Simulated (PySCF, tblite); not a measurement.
# C5H8B2S: geometry, infrared bands and NMR shifts

Wanted: the infrared bands and NMR shifts of C5H8B2S (`BSB/C(C)=C\C#C`), by calculation.

The runs use tblite 0.8.0 and PySCF 2.14.0, with density-fitted response routines of our own; the level of theory stands in each step. All values are computed, except where a source is named. Atoms count from 0, in the outputs and in this text.

## 1. The molecule as given

16 atoms, charge 0, multiplicity 1; geometry from: force field or distance geometry start.

Bonds of the start (Å): B0–S1 1.89, S1–B2 1.87, B2–C3 1.60, C3–C4 1.51, C3–C5 1.34, C5–C6 1.45, C6–C7 1.21, B0–H8 1.18, B0–H9 1.18, B2–H10 1.18, C4–H11 1.11, C4–H12 1.11, C4–H13 1.12, C5–H14 1.08, C7–H15 1.05.

## 2. Optimising the geometry with GFN2-xTB

What the job is given:

```
{"job": {"kind": "relax", "xc": "GFN2-xTB", "basis": "xTB"}, "charge": 0, "multiplicity": 1}
B      2.392100    -1.826100     0.361700
S      0.981900    -1.807700     1.614300
B      0.368000    -0.139400     1.030600
C     -0.736900    -0.010200    -0.122400
C     -1.285700    -1.290300    -0.697000
C     -1.157400     1.169100    -0.594500
C     -0.669700     2.443000    -0.107100
C     -0.263100     3.506600     0.306900
H      3.437500    -1.359100     0.639700
H      2.203700    -2.291200    -0.703600
H      0.808800     0.832500     1.525500
H     -1.619100    -1.976200     0.106800
H     -2.165100    -1.098200    -1.352400
H     -0.492100    -1.790500    -1.307100
H     -1.890800     1.211700    -1.384400
H      0.080300     4.435000     0.671600
```

Launch:

```bash
OMP_NUM_THREADS=1 python probes_run.py task.json out
```

This one command runs all jobs of the session in turn.

**Question.** This job is followed by: GFN2-xTB harmonic vibrations, gas phase; GIAO PBE0/pcSseg-1 NMR shielding, non-relativistic, gas phase. Predict these results of the whole session: strongest single infrared mode (GFN2-xTB); zero-point energy (GFN2-xTB); 13C shifts against TMS (PBE0/pcSseg-1); 1H shifts against TMS (PBE0/pcSseg-1, means over atoms taken as alike); 11B shifts against BF3·OEt2 (PBE0/pcSseg-1); 33S shifts against CS2 (PBE0/pcSseg-1); surface potential, 1st and 99th percentile.

The runs gave:

| quantity | value |
| --- | --- |
| strongest single infrared mode (GFN2-xTB) | 1055 cm⁻¹, 187 km/mol |
| zero-point energy (GFN2-xTB) | 70.7 kcal/mol |
| 13C shifts against TMS (PBE0/pcSseg-1) | 164.1, 142.5, 99.9, 87.3, 26.9 ppm |
| 1H shifts against TMS (PBE0/pcSseg-1, means over atoms taken as alike) | 7.76, 7.72, 6.84, 3.39, 2.28 ppm |
| 11B shifts against BF3·OEt2 (PBE0/pcSseg-1) | 77.0, 67.4 ppm |
| 33S shifts against CS2 (PBE0/pcSseg-1) | 177 ppm |
| surface potential, 1st and 99th percentile | -0.63 V and 1.49 V |

Relaxing lowered the energy by 1.075 eV in 138 steps; the close pair that moved most is B0–S1, from 1.886 to 1.766 Å. All 42 modes are real, so the xTB geometry is a minimum. The strongest single mode, at 1055 cm⁻¹, moves mainly H10 and B2. GFN2-xTB is a fitted tight-binding method: band positions and strengths are rough. Its intensities can rank the bands wrongly. At PBE0/pcSseg-1: The largest span, 747 ppm, is at S1, where the paramagnetic term is -734 ppm. By nearest atom (PBE0/pcSseg-1), the HOMO sits on C3, C7 about 25 % each; C5, C6 about 14 % each and the LUMO on B2 29 %; C5 17 %.
